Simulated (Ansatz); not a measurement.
## Ge₂H₇N, SMILES [NH2][GeH2][GeH3]: energies of removing a hydrogen, step by step

Computed with Ansatz 0.2.0 through its Python package.

Run as a notebook:

**Cell 1**
```python
import ansatz as az
```

**Cell 2**
```python
def energy(molecule, charge=0, unpaired=0):
    calc = (
        molecule.calculation()
        .basis(gaussian="6-31G*")
        .functional("pbe0")
        .accuracy("medium")
    )
    if charge:
        calc = calc.charge(charge)
    if unpaired:
        calc = calc.spin("collinear", total=unpaired)
    return calc.run(threads=1).report["free_energy_ev"]
```

**Cell 3**
```python
def without(molecule, index):
    rest = az.Crystal.molecule()
    for i, site in enumerate(molecule.cartesian_sites):
        if i != index:
            rest = rest.atom(site.symbol, site.position_ang)
    return rest
```

**Cell 4**
```python
ge2h7n = (
    az.Crystal.molecule()
    .atom("N", [1.6831, 0.8407, 0.3725])
    .atom("Ge", [0.6023, -0.6243, -0.0282])
    .atom("Ge", [-1.695, 0.0427, 0.0386])
    .atom("H", [2.6718, 0.5223, 0.2643])
    .atom("H", [1.5124, 1.5518, -0.3731])
    .atom("H", [0.9464, -1.1476, -1.446])
    .atom("H", [0.8457, -1.7464, 1.0128])
    .atom("H", [-2.5953, -1.1731, -0.2991])
    .atom("H", [-1.9332, 1.1693, -0.999])
    .atom("H", [-2.0382, 0.5646, 1.4572])
)
```

**Cell 5**
```python
whole = energy(ge2h7n, 0)
hydrogen = energy(az.Crystal.molecule().atom("H", (0, 0, 0)), 0, 1)
print(f"E(molecule) = {whole:.5f} eV, E(H) = {hydrogen:.5f} eV")
for index in [4, 6, 9]:
    radical = energy(without(ge2h7n, index), 0, 1)
    print(f"H{index}: homolysis {96.485332 * (radical + hydrogen - whole):.1f} kJ/mol")
```
Output:
```text
E(molecule) = -114608.98675 eV, E(H) = -13.58146 eV
H4: homolysis 448.8 kJ/mol
H6: homolysis 352.7 kJ/mol
H9: homolysis 349.2 kJ/mol
```

These settings explore the input space; basis and method may be short of convergence. The geometry is a force-field or estimated start, not a minimum of this method, and the basis set is short of its limit. All parts are taken at fixed geometry, without zero-point energy. Wall time of the script: 10 s on 1 thread of AMD EPYC 9R45 96-Core Processor (Zen 5) (shared host), peak memory 0.38 GiB.

(Lines on the test bed's own set-up are left out of the output.)
